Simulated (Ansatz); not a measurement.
# La (La, hcp): the cost of one run

Method: DFT PBE, plane waves (420 eV) with PAW, scalar-relativistic, in Ansatz 0.2.0.

## (1) Starting point

The structure is hexagonal, space group P6_3/mmc (No. 194). Conventional cell: a = 3.754 Å, b = 3.754 Å, c = 6.131 Å, α = 90.00°, β = 90.00°, γ = 120.00°. La (site symmetry -6m2) has 12 La at 3.75 Å as nearest neighbours.

As a file:

```cif
data_structure
_symmetry_space_group_name_H-M 'P 1'
_symmetry_Int_Tables_number 1
_cell_length_a 3.7542
_cell_length_b 3.7542
_cell_length_c 6.1307
_cell_angle_alpha 90.000
_cell_angle_beta 90.000
_cell_angle_gamma 120.000
_cell_volume 74.83
loop_
_atom_site_label
_atom_site_type_symbol
_atom_site_fract_x
_atom_site_fract_y
_atom_site_fract_z
_atom_site_occupancy
La1 La 0.33333 0.66667 0.25000 1
La2 La 0.66667 0.33333 0.75000 1
```

## (2) Relaxation of the cell

input.yaml reads:

```yaml
crystal:
  lattice:
    - [3.7542362609, 0.0, 0.0]
    - [-1.8771181304, 3.2512639737, 0.0]
    - [0.0, 0.0, 6.130667814]
  atoms:
    - { symbol: La, position: [0.3333333333, 0.6666666667, 0.25] }
    - { symbol: La, position: [0.6666666667, 0.3333333333, 0.75] }
hamiltonian:
  xc: pbe
  pseudopotentials:
    kind: paw
    azcp:
      La: "pseudopotentials/La.paw.azcp"
basis:
  ecutwfc: 420
  fft_grid_basis: typed
kpoints:
  mp_grid: { grid: [10, 10, 5], shift: [0, 0, 0] }
magnetization:
  spin_polarized: false
scf:
  occupations: { method: fermi_dirac, width: 0.1 }
relax:
  max_steps: 60
  f_tol: 0.01
  cell: {}
```

What time and memory should one allow on 1 thread of an x86-64 CPU, shared host?

About 24 s, with a peak of 0.55 GiB.
